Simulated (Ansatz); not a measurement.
Crystal: CsLiCr2Te2S3.

```
Cs Li Cr Te S
1.0
     3.60358    0.00000    0.00000
    -1.80179    3.12079    0.00000
     0.00000    0.00000   19.06651
Cs Li Cr Te S
1 1 2 2 3
Direct
  0.00000 0.00000 0.37399
  0.66667 0.33333 0.01607
  0.00000 0.00000 0.86637
  0.33333 0.66667 0.16833
  0.33333 0.66667 0.53891
  0.66667 0.33333 0.77276
  0.00000 0.00000 0.10030
  0.33333 0.66667 0.92920
  0.66667 0.33333 0.23408
```

The cell was built by a generator and needn't be a form met in nature.

Base run:

| Item | Value |
| --- | --- |
| Program | Ansatz 0.2.0 |
| Functional | PBE |
| Potentials or basis | Ansatz PAW |
| Cutoff | 420 eV (not typed: the program's choice for these potentials) |
| k mesh | 9 × 9 × 2 |
| Occupations | fermi-dirac, width 0.05 eV |
| Spin | collinear spin, ferromagnetic start |
| Starting moments | [0.0, 0.0, 3.0, 3.0, 0.0, 0.0, 0.0, 0.0, 0.0] μB |
| Hubbard terms | Cr d U = 2 eV |

Its results: band gap on the k mesh none (metal or under the smearing width); pressure 1.3 GPa; net moment 5.93 μB per cell; site moments Cs -0.00; Li -0.01; Cr +2.90, +2.88; Te -0.01, -0.16; S -0.10, -0.11 μB; largest force 0.399 eV/Å.

Problem. The run is repeated on the same cell with these changes: hubbard terms from Cr d U = 2 eV to Cr d U = 4 eV. What comes out?

Solution. Band gap on the k mesh none (metal or under the smearing width); pressure 2.6 GPa; net moment 6.09 μB per cell; site moments Cs -0.00; Li -0.01; Cr +3.16, +3.03; Te -0.01, -0.20; S -0.16, -0.17 μB; largest force 0.769 eV/Å.

Caveats: the magnetic or orbital state may not be the lowest; only a ferromagnetic start was run, and an antiferromagnetic order may lie lower in energy.
